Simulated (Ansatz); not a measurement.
# CH₆AlClGe: up Jacob's ladder to CCSD(T)

One table from this session's results is given with a row withheld; the runs are named, their logs left out.

Program: Ansatz 0.2.0, Gaussian basis. Level of theory: functionals in def2-TZVPP, the program's frozen cores in correlated methods. These are calculated values, not measurements.

Plan: PBE-D4, r2SCAN-D4, PBE0-D4, B3LYP-D4, ωB97X-V, ωB97M-V, B2PLYP; CCSD(T)/def2-TZVPP; MP2/def2-QZVPP; extrapolation to the limit.

## The relaxed structure

All runs share one geometry, relaxed beforehand with PBE0-D4 in a triple-zeta def2 set.

10 atoms, charge 0, spin multiplicity 1.

Atoms are counted from 1 here; the program's logs count them from 0.

Bond lengths: Al1–C2 1.965 Å, Al1–Cl3 2.435 Å, Al1–H5 1.582 Å, Al1–H6 1.581 Å, C2–Cl3 1.866 Å, C2–Ge4 1.953 Å, C2–H7 1.089 Å, Ge4–H8 1.539 Å, Ge4–H9 1.539 Å, Ge4–H10 1.534 Å. Angles: C2–Al1–Cl3 48.8°, C2–Al1–H5 118.2°, C2–Al1–H6 117.1°, Cl3–Al1–H5 109.1°, Cl3–Al1–H6 109.0°, H5–Al1–H6 124.6°, Al1–C2–Cl3 78.9°, Al1–C2–Ge4 124.1°, Al1–C2–H7 118.1°, Cl3–C2–Ge4 109.8°, Cl3–C2–H7 104.7°, Ge4–C2–H7 112.7°, Al1–Cl3–C2 52.3°, C2–Ge4–H8 111.3°, C2–Ge4–H9 107.0°, C2–Ge4–H10 108.9°, H8–Ge4–H9 109.7°, H8–Ge4–H10 109.7° and more.

Coordinates:

```
Al    0.1031    1.7590   -0.6421
C    -0.3921   -0.1393   -0.5334
Cl    1.0610   -0.2132   -1.7018
Ge   -0.0488   -1.2723    1.0195
H    -0.5975    2.6514   -1.7442
H     1.1164    2.3033    0.4431
H    -1.2394   -0.4823   -1.1255
H     0.1581   -2.7395    0.6053
H    -1.2790   -1.1606    1.9369
H     1.2012   -0.7575    1.7453
```

Set-up of the first run:

in.yaml

```yaml
crystal:
  periodic: [false, false, false]
  atoms:
    - {symbol: Al, position_ang: [0.103080, 1.759017, -0.642089]}
    - {symbol: C, position_ang: [-0.392059, -0.139259, -0.533435]}
    - {symbol: Cl, position_ang: [1.061032, -0.213248, -1.701806]}
    - {symbol: Ge, position_ang: [-0.048842, -1.272292, 1.019517]}
    - {symbol: H, position_ang: [-0.597452, 2.651373, -1.744205]}
    - {symbol: H, position_ang: [1.116427, 2.303255, 0.443102]}
    - {symbol: H, position_ang: [-1.239413, -0.482289, -1.125524]}
    - {symbol: H, position_ang: [0.158135, -2.739476, 0.605253]}
    - {symbol: H, position_ang: [-1.278988, -1.160641, 1.936928]}
    - {symbol: H, position_ang: [1.201179, -0.757540, 1.745259]}
basis:
  gaussian: {orbitals: def2-TZVPP}
hamiltonian: {xc: pbe, dispersion: d4}
output: {forces: true, orbitals: {seedname: orbitals}}
```

Run with:

```sh
ansatz run in.yaml --threads 4 --pin off --events-out ev --progress --plain --max-ram 10444MiB
```

Among the steps run: PBE-D4 (GGA); r2SCAN-D4 (meta-GGA); PBE0-D4 (hybrid); B3LYP-D4 (hybrid); ωB97X-V (range-separated); ωB97M-V (range-separated); B2PLYP (double hybrid); CCSD(T) in def2-TZVPP; MP2 in def2-QZVPP.

One table of the session follows, with a row left open; its other results are not shown here.

```
            method  atomisation energy (kJ/mol)
            PBE-D4                       2834.9
         r2SCAN-D4                       2852.3
           PBE0-D4                       2816.4
          B3LYP-D4                       2816.1
           ωB97X-V                       2858.9
           ωB97M-V                       2837.9
            B2PLYP                       2787.7
     HF/def2-TZVPP                       2083.2
    MP2/def2-TZVPP                            ?
   CCSD/def2-TZVPP                       2747.4
CCSD(T)/def2-TZVPP                       2787.4
           MP2/CBS                       2856.0
       CCSD(T)/CBS                       2852.6
```

Q: Estimate the row for MP2/def2-TZVPP from the others.

**Answer.** atomisation energy (kJ/mol): 2790.8. In the column «atomisation energy (kJ/mol)» it lies between B2PLYP (2787.7) and B3LYP-D4 (2816.1).

To keep in mind: Free atoms (1 Al, 1 C, 1 Cl, 1 Ge, 6 H) were run apart at each level; the atomisation energy is their sum less the molecule, without zero-point or spin-orbit terms.
